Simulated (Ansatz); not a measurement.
# ZrHg: the cost of one run

Program: Ansatz 0.2.0. Level of theory: DFT r2SCAN, scalar-relativistic, plane waves, PAW. These are calculated values, not measurements.

## (1) The starting structure

The structure is tetragonal, space group P4/mmm (No. 123). Conventional cell: a = 3.147 Å, b = 3.147 Å, c = 4.170 Å, α = 90.00°, β = 90.00°, γ = 90.00°. Zr (site symmetry 4/mmm) has 8 Hg at 3.05 Å and 4 Zr at 3.15 Å as nearest neighbours. Around Hg (site symmetry 4/mmm) lie 8 Zr at 3.05 Å and 4 Hg at 3.15 Å.

Coordinates:

```cif
data_structure
_symmetry_space_group_name_H-M 'P 1'
_symmetry_Int_Tables_number 1
_cell_length_a 3.1470
_cell_length_b 3.1470
_cell_length_c 4.1700
_cell_angle_alpha 90.000
_cell_angle_beta 90.000
_cell_angle_gamma 90.000
_cell_volume 41.30
loop_
_atom_site_label
_atom_site_type_symbol
_atom_site_fract_x
_atom_site_fract_y
_atom_site_fract_z
_atom_site_occupancy
Zr1 Zr 0.50000 0.50000 0.50000 1
Hg1 Hg 0.00000 0.00000 0.00000 1
```

Source of the structure: the Crystallography Open Database.

(A quick probe on a coarse mesh, which set the mesh and smearing, is not shown.)

## (3) The relaxation

File input.yaml:

```yaml
crystal:
  lattice:
    - [3.147, 0.0, 0.0]
    - [0.0, 3.147, 0.0]
    - [0.0, 0.0, 4.17]
  atoms:
    - { symbol: Zr, position: [0.5, 0.5, 0.5] }
    - { symbol: Hg, position: [0.0, 0.0, 0.0] }
basis:
  ecutwfc: 500
kpoints:
  mp_grid: { grid: [14, 14, 10] }
hamiltonian:
  xc: r2scan
scf:
  occupations: { method: gaussian, width: 0.1 }
output:
  forces: true
  stress: true
  eigenvalues: true
relax:
  adjacent_minimum: "off"
  f_tol: 0.005
  max_steps: 80
  cell: { stress_tol: 0.05 }
```

On the command line:

```
ansatz run input.yaml --threads 1 --pin off --max-ram 2560MiB --backend cpu --events-out ev --progress --plain --runs-dir out
```

What time and memory should one allow on 1 thread of an Arm CPU, shared host?

About 2.3 min, with a peak of 0.56 GiB.
